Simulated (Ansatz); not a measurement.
# C2H8Se2Si: how energies converge with the basis set

The task here is to estimate one member of a computed series from the others.

Program: Ansatz 0.2.0, Gaussian basis. Level of theory: one geometry, several basis sets. These are calculated values, not measurements.

The runs, in order: PBE0-D4/def2-SVP; ωB97M-V/def2-SVP; PBE0-D4/def2-QZVPP; ωB97M-V/def2-QZVPP; the functionals' def2-TZVPP values are taken from earlier runs.

### Structure used throughout

The geometry comes from an earlier relaxation with PBE0-D4 in a triple-zeta def2 set; it is a stationary point, not always the lowest conformer.

SMILES `C[SiH2][Se][Se]C`, 13 atoms, charge 0, spin multiplicity 1.

Atoms are counted from 1 here; the program's logs count them from 0.

Bond lengths: C1–Si2 1.862 Å, C1–H6 1.094 Å, C1–H7 1.092 Å, C1–H8 1.092 Å, Si2–Se3 2.288 Å, Si2–H9 1.487 Å, Si2–H10 1.489 Å, Se3–Se4 2.335 Å, Se4–C5 1.946 Å, C5–H11 1.087 Å, C5–H12 1.088 Å, C5–H13 1.091 Å. Angles: Si2–C1–H6 110.3°, Si2–C1–H7 110.7°, Si2–C1–H8 110.0°, H6–C1–H7 108.7°, H6–C1–H8 108.5°, H7–C1–H8 108.6°, C1–Si2–Se3 112.1°, C1–Si2–H9 110.9°, C1–Si2–H10 111.4°, Se3–Si2–H9 108.4°, Se3–Si2–H10 104.9°, H9–Si2–H10 108.9°, Si2–Se3–Se4 94.7°, Se3–Se4–C5 99.3°, Se4–C5–H11 109.9°, Se4–C5–H12 110.0°, Se4–C5–H13 106.1°, H11–C5–H12 110.9° and more.

Set-up of the first run:

Input file in.yaml:

```yaml
crystal:
  periodic: [false, false, false]
  atoms:
    - {symbol: C, position_ang: [-2.040072, -0.506349, 1.109630]}
    - {symbol: Si, position_ang: [-0.520529, -1.319054, 0.404201]}
    - {symbol: Se, position_ang: [1.407649, -0.437491, 1.265560]}
    - {symbol: Se, position_ang: [1.078286, 1.680503, 0.339201]}
    - {symbol: C, position_ang: [1.915416, 1.399526, -1.395404]}
    - {symbol: H, position_ang: [-2.941462, -0.925381, 0.653851]}
    - {symbol: H, position_ang: [-2.091752, -0.657903, 2.189400]}
    - {symbol: H, position_ang: [-2.017533, 0.566447, 0.908391]}
    - {symbol: H, position_ang: [-0.481695, -1.175373, -1.075711]}
    - {symbol: H, position_ang: [-0.468556, -2.766770, 0.749953]}
    - {symbol: H, position_ang: [2.966678, 1.154160, -1.264196]}
    - {symbol: H, position_ang: [1.396754, 0.609841, -1.934798]}
    - {symbol: H, position_ang: [1.817315, 2.343042, -1.935179]}
basis:
  gaussian: {orbitals: def2-SVP}
hamiltonian: {xc: pbe0, dispersion: d4}
output: {orbitals: {seedname: orbitals}}
```

Steps of the session up to this table: PBE0-D4 in def2-SVP; ωB97M-V in def2-SVP; PBE0-D4 in def2-QZVPP; ωB97M-V in def2-QZVPP.

One table of the session follows, with a row left open; its other results are not shown here.

It belongs to the step «Density functionals: the series». 

| functional | basis | HOMO (eV) |
| --- | --- | --- |
| PBE0-D4 | def2-SVP | -6.40 |
| PBE0-D4 | def2-TZVPP | ? |
| PBE0-D4 | def2-QZVPP | -6.47 |
| ωB97M-V | def2-SVP | -8.50 |
| ωB97M-V | def2-TZVPP | -8.58 |
| ωB97M-V | def2-QZVPP | -8.59 |

**Question.** Estimate the row for PBE0-D4, def2-TZVPP.

**Answer.** HOMO (eV): -6.46. In the column «HOMO (eV)» it lies between PBE0-D4, def2-QZVPP (-6.47) and PBE0-D4, def2-SVP (-6.40).
